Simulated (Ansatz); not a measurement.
**C2H3F3OSi: up Jacob's ladder to CCSD(T)**

An exercise on one series of results from a longer session: the logs are not shown, and one member is left open.

Computed with Ansatz 0.2.0, Gaussian basis. Level: functionals in def2-TZVPP, the program's frozen cores in correlated methods.

Levels to be run: PBE-D4, r2SCAN-D4, PBE0-D4, B3LYP-D4, ωB97X-V, ωB97M-V, B2PLYP; CCSD(T)/def2-TZVPP; MP2/def2-QZVPP; extrapolation to the limit.

### The geometry

An earlier PBE0-D4 in a triple-zeta def2 set relaxation fixed the geometry.

10 atoms, charge 0, spin multiplicity 1.

Atoms are counted from 1 here; the program's logs count them from 0.

Bond lengths: C1–C2 1.322 Å, C1–H8 1.084 Å, C1–H9 1.081 Å, C2–O3 1.364 Å, C2–H10 1.084 Å, O3–Si4 1.609 Å, Si4–F5 1.569 Å, Si4–F6 1.564 Å, Si4–F7 1.569 Å. Angles: C2–C1–H8 123.1°, C2–C1–H9 119.1°, H8–C1–H9 117.8°, C1–C2–O3 126.1°, C1–C2–H10 122.9°, O3–C2–H10 111.0°, C2–O3–Si4 130.1°, O3–Si4–F5 112.2°, O3–Si4–F6 107.1°, O3–Si4–F7 112.2°, F5–Si4–F6 108.9°, F5–Si4–F7 107.5°, F6–Si4–F7 108.9°.

The first run:

in.yaml reads:

```yaml
crystal:
  periodic: [false, false, false]
  atoms:
    - {symbol: C, position_ang: [-0.642956, 0.687160, -1.357651]}
    - {symbol: C, position_ang: [-0.713649, -0.546934, -0.889550]}
    - {symbol: O, position_ang: [-0.138432, -1.004404, 0.259725]}
    - {symbol: Si, position_ang: [0.766721, -0.234587, 1.344137]}
    - {symbol: F, position_ang: [0.004873, 0.967839, 2.004681]}
    - {symbol: F, position_ang: [1.137100, -1.271548, 2.455011]}
    - {symbol: F, position_ang: [2.088764, 0.331791, 0.716596]}
    - {symbol: H, position_ang: [-0.101648, 1.480439, -0.854458]}
    - {symbol: H, position_ang: [-1.145120, 0.928051, -2.284171]}
    - {symbol: H, position_ang: [-1.255643, -1.337806, -1.394329]}
basis:
  gaussian: {orbitals: def2-TZVPP}
hamiltonian: {xc: pbe, dispersion: d4}
output: {forces: true, orbitals: {seedname: orbitals}}
```

Started as:

```
ansatz run in.yaml --threads 2 --pin off --events-out ev --progress --plain --max-ram 32768MiB --backend cpu
```

Among the steps run: PBE-D4 (GGA); r2SCAN-D4 (meta-GGA); PBE0-D4 (hybrid); B3LYP-D4 (hybrid); ωB97X-V (range-separated); ωB97M-V (range-separated); B2PLYP (double hybrid); CCSD(T) in def2-TZVPP; MP2 in def2-QZVPP.

One of the session's tables, all rows but one given; the rest of the session is left out.

It belongs to the step «Atomisation energies». 

| method | atomisation energy (kJ/mol) |
| --- | --- |
| PBE-D4 | 4632.4 |
| r2SCAN-D4 | 4555.5 |
| PBE0-D4 | 4514.4 |
| B3LYP-D4 | ? |
| ωB97X-V | 4535.7 |
| ωB97M-V | 4546.5 |
| B2PLYP | 4496.2 |
| HF/def2-TZVPP | 3338.0 |
| MP2/def2-TZVPP | 4594.9 |
| CCSD/def2-TZVPP | 4350.5 |
| CCSD(T)/def2-TZVPP | 4425.9 |
| MP2/CBS | 4727.4 |
| CCSD(T)/CBS | 4558.3 |

Estimate the missing values for B3LYP-D4.

The run gave: atomisation energy (kJ/mol): 4511.3. In the column «atomisation energy (kJ/mol)» it lies between B2PLYP (4496.2) and PBE0-D4 (4514.4).
